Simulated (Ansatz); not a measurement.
# CH5GeN, SMILES [CH2]1[NH][GeH2]1: an atomisation energy

Program: the Python package of Ansatz (0.2.0).

Run as a notebook:

```python
from collections import Counter

import ansatz
```

```python
def energy_of(molecule, charge=0, unpaired=0):
    calc = molecule.calculation().basis(gaussian='cc-pVDZ').correlation('ccsd_t')
    if charge:
        calc = calc.charge(charge)
    if unpaired:
        calc = calc.spin('collinear', total=unpaired)
    report = calc.run().report
    if report['published_state_doubts']:
        print('  doubts:', report['published_state_doubts'])
    return report['free_energy_ev']
```

```python
ch5gen = (
    ansatz.Crystal.molecule()
    .atom('C', (-0.6404, 0.3934, -0.5118))
    .atom('N', (-0.3248, 0.5987, 0.834))
    .atom('Ge', (0.5071, -0.9192, 0.0126))
    .atom('H', (-1.6639, 0.1062, -0.6381))
    .atom('H', (-0.2645, 1.2066, -1.2179))
    .atom('H', (0.4057, 1.3667, 0.8947))
    .atom('H', (2.0834, -0.6186, -0.0803))
    .atom('H', (-0.0105, -2.1909, 0.651))
)
```

```python
# Hund ground states
unpaired = {'C': 2, 'N': 3, 'Ge': 2, 'H': 1}
counts = Counter(site.symbol for site in ch5gen.cartesian_sites)
atom_energy = {s: energy_of(ansatz.Crystal.molecule().atom(s, (0, 0, 0)), 0, unpaired[s]) for s in counts}
whole = energy_of(ch5gen, 0, 0)
for s, e in atom_energy.items():
    print(f'{s:2s} x{counts[s]}  {e:14.5f} eV')
print(f'CH5GeN: {whole:.5f} eV')
split = sum(counts[s] * e for s, e in atom_energy.items()) - whole
print(f'atomisation energy (no zero-point term): {split:.3f} eV, {split / sum(counts.values()):.3f} eV an atom')
```

    C  x1     -1027.51219 eV
    N  x1     -1482.43554 eV
    Ge x1    -56473.54335 eV
    H  x5       -13.58606 eV
    CH5GeN: -59074.78443 eV
    atomisation energy (no zero-point term): 23.363 eV, 2.920 eV an atom

23.363 eV from the electronic energies, without the zero-point term.

Reading the output:
- Total energies depend on the basis set; only differences at equal settings carry meaning.
- The geometry is a force-field or estimated start, not a minimum of this method, and the basis set is short of its limit. All parts are taken at fixed geometry, without zero-point energy.
- In double-zeta sets correlated atomisation energies come out some 10 to 15 % low.
- Hardware and time: 6.9 s on 1 thread of Arm Neoverse V2, on a shared host, peak memory 0.3 GiB.
